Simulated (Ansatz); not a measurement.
**CH5O2Si radical: basis-set convergence**

Aim: see how fast density functionals converge with the basis set for CH5O2Si radical.

Program: Ansatz 0.2.0, Gaussian basis. Level of theory: one geometry, several basis sets. These are calculated values, not measurements.

Plan: PBE0-D4/def2-SVP; ωB97M-V/def2-SVP; PBE0-D4/def2-QZVPP; ωB97M-V/def2-QZVPP; the functionals' def2-TZVPP values are taken from earlier runs.

### 1 The relaxed structure

The geometry comes from an earlier relaxation with PBE0-D4 in a triple-zeta def2 set; it is a stationary point, not always the lowest conformer.

SMILES `[CH2][SiH](O)O`, 9 atoms, charge 0, spin multiplicity 2.

Atoms are counted from 1 here; the program's logs count them from 0.

Bond lengths: C1–Si2 1.833 Å, C1–H5 1.085 Å, C1–H6 1.086 Å, Si2–O3 1.645 Å, Si2–O4 1.645 Å, Si2–H7 1.484 Å, O3–H8 0.959 Å, O4–H9 0.958 Å. Angles: Si2–C1–H5 122.5°, Si2–C1–H6 122.4°, H5–C1–H6 115.0°, C1–Si2–O3 112.3°, C1–Si2–O4 104.6°, C1–Si2–H7 113.5°, O3–Si2–O4 113.1°, O3–Si2–H7 102.7°, O4–Si2–H7 110.8°, Si2–O3–H8 117.0°, Si2–O4–H9 117.1°.

### 2 PBE0-D4 in def2-SVP

Input file in.yaml:

```yaml
crystal:
  periodic: [false, false, false]
  atoms:
    - {symbol: C, position_ang: [-0.866974, 0.256122, -1.165744]}
    - {symbol: Si, position_ang: [0.239482, 0.271821, 0.295047]}
    - {symbol: O, position_ang: [1.696900, -0.424169, -0.018386]}
    - {symbol: O, position_ang: [-0.609566, -0.508074, 1.468263]}
    - {symbol: H, position_ang: [-1.899926, -0.072422, -1.111062]}
    - {symbol: H, position_ang: [-0.548505, 0.610492, -2.141424]}
    - {symbol: H, position_ang: [0.617381, 1.636953, 0.736083]}
    - {symbol: H, position_ang: [1.685648, -1.292000, -0.425974]}
    - {symbol: H, position_ang: [-0.225940, -0.525021, 2.346096]}
basis:
  gaussian: {orbitals: def2-SVP}
magnetization: {spin_polarized: true, initial_magnetization: 1}
hamiltonian: {xc: pbe0, dispersion: d4}
output: {orbitals: {seedname: orbitals}}
```

Command:

```console
> ansatz run in.yaml --threads 4 --pin off --events-out ev --progress --plain --max-ram 10444MiB
```

The runs that follow: ωB97M-V in def2-SVP; PBE0-D4 in def2-QZVPP; ωB97M-V in def2-QZVPP.

**Question.** What will the summary of the whole plan be? Wanted: PBE0-D4: double and triple zeta above quadruple; ωB97M-V: double and triple zeta above quadruple.

The runs gave:

```
                                       quantity           value
PBE0-D4: double and triple zeta above quadruple  10.14, 0.59 eV
ωB97M-V: double and triple zeta above quadruple  10.30, 0.56 eV
```

What this shows: For PBE0-D4 the step from double to triple zeta gains 9.54 eV and the next only 0.59 eV. Total energies overstate the basis error of differences, where much of it tends to cancel.
